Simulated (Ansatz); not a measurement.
# AlClH₃NZn: small, medium and large basis sets

The task here is to estimate one member of a computed series from the others.

Method: one geometry, several basis sets; program: Ansatz 0.2.0, Gaussian basis.

Plan: PBE0-D4/def2-SVP; ωB97M-V/def2-SVP; PBE0-D4/def2-QZVPP; ωB97M-V/def2-QZVPP; the functionals' def2-TZVPP values are taken from earlier runs.

## The relaxed structure

The geometry comes from an earlier relaxation with PBE0-D4 in a triple-zeta def2 set; it is a stationary point, not always the lowest conformer.

SMILES `[NH2][Zn][AlH][Cl]`, 7 atoms, charge 0, spin multiplicity 1.

Atoms are counted from 1 here; the program's logs count them from 0.

Bond lengths: N1–Zn2 1.821 Å, N1–H5 1.008 Å, N1–H6 1.008 Å, Zn2–Al3 2.449 Å, Al3–Cl4 2.116 Å, Al3–H7 1.587 Å. Angles: Zn2–N1–H5 123.5°, Zn2–N1–H6 123.3°, H5–N1–H6 109.7°, N1–Zn2–Al3 177.5°, Zn2–Al3–Cl4 116.9°, Zn2–Al3–H7 129.3°, Cl4–Al3–H7 113.8°.

Set-up of the first run:

File in.yaml:

```yaml
crystal:
  periodic: [false, false, false]
  atoms:
    - {symbol: N, position_ang: [-0.001212, 2.015176, -0.913579]}
    - {symbol: Zn, position_ang: [0.080506, 0.374097, -0.128517]}
    - {symbol: Al, position_ang: [0.123011, -1.798614, 0.999992]}
    - {symbol: Cl, position_ang: [-1.524356, -3.084203, 0.665172]}
    - {symbol: H, position_ang: [0.786925, 2.639305, -0.980715]}
    - {symbol: H, position_ang: [-0.693034, 2.266027, -1.601923]}
    - {symbol: H, position_ang: [1.228159, -2.411778, 1.959560]}
basis:
  gaussian: {orbitals: def2-SVP}
hamiltonian: {xc: pbe0, dispersion: d4}
output: {orbitals: {seedname: orbitals}}
```

On the command line:

```sh
$ ansatz run in.yaml --threads 2 --pin off --events-out ev --progress --plain --max-ram 4352MiB
```

Steps of the session up to this table: PBE0-D4 in def2-SVP; ωB97M-V in def2-SVP; PBE0-D4 in def2-QZVPP; ωB97M-V in def2-QZVPP.

One of the session's tables, all rows but one given; the rest of the session is left out.

It belongs to the step «Density functionals: the series». 

```
functional       basis  HOMO (eV)  LUMO (eV)
   PBE0-D4    def2-SVP      -6.22      -1.86
   PBE0-D4  def2-TZVPP      -6.74      -2.09
   PBE0-D4  def2-QZVPP      -6.79      -2.13
   ωB97M-V    def2-SVP      -8.54      -0.11
   ωB97M-V  def2-TZVPP          ?          ?
   ωB97M-V  def2-QZVPP      -9.11      -0.55
```

Estimate the missing values for ωB97M-V, def2-TZVPP.

As computed: HOMO (eV): -9.05; LUMO (eV): -0.44. In the column «HOMO (eV)» it lies between ωB97M-V, def2-QZVPP (-9.11) and ωB97M-V, def2-SVP (-8.54).
